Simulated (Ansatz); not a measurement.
## NaTlO, space group P6_3mc: a scan of one input key, step by step

Computed with Ansatz 0.2.0, Python API.

Run as a notebook:

**Cell 1**
```python
import warnings

import ansatz as az
from pymatgen.core import Lattice, Structure
from pymatgen.io.ase import AseAtomsAdaptor
```

**Cell 2**
```python
KMESH = (12, 12, 2)
XC = "PBEsol"
OCCUPATIONS = "fixed"
```

**Cell 3**
```python
warnings.simplefilter("ignore", az.DeckWarning)
```

**Cell 4**
```python
pmg_structure = Structure(
    Lattice([[3.484387, 0.0, 0.0], [-1.742193, 3.017567, 0.0], [0.0, 0.0, 11.394592]]),
    ["Na", "Na", "Tl", "Tl", "O", "O"],
    [
        [2 / 3, 1 / 3, 0.893885],
        [1 / 3, 2 / 3, 0.393885],
        [1 / 3, 2 / 3, 0.115719],
        [2 / 3, 1 / 3, 0.615719],
        [0.0, 0.0, 0.990396],
        [0.0, 0.0, 0.490396],
    ],
)
structure = az.Crystal.from_ase(AseAtomsAdaptor.get_atoms(pmg_structure))

len(structure.resolved().sites)
```
Output:
```text
6
```

**Cell 5**
```python
model = (
    structure.calculation()
    .kpoints(*KMESH)
    .functional(XC)
    .occupations(OCCUPATIONS)
    .basis(38 * az.Ry)
    .band_table()
)
typed = model.input()
rows = []
for value in [0.0001, 1e-06, 1e-08]:
    edited = typed.set(az.key.scf.convergence.dr2_threshold, value)
    summary = az.Session.from_dict(edited).plan().execute().report
    rows.append((value, summary["free_energy_ev"], summary["n_iterations"], len(summary["eigenvalues_ev"][0]) if "eigenvalues_ev" in summary else 0))
print("  threshold eV            F eV      iterations    bands listed")
for row in rows:
    print(f"{str(row[0]):>14s}  {row[1]:14.5f}  {row[2]:14d}  {row[3]:14d}")
```
Output:
```text
  threshold eV            F eV      iterations    bands listed
        0.0001    -26665.35492               6              33
         1e-06    -26665.35492               6              33
         1e-08    -26665.35492               8              33
```

Absolute energies stand on the zero of these potentials, so only differences at equal settings mean something. A total without «per atom» is that of the cell as typed. Spin-orbit coupling, which matters for elements this heavy, is left out. The structure comes from a database of computed cells and needn't be a stable or known phase. Timing: 42 s on 1 thread of Arm Neoverse V2 (shared host), peak memory 0.55 GiB.
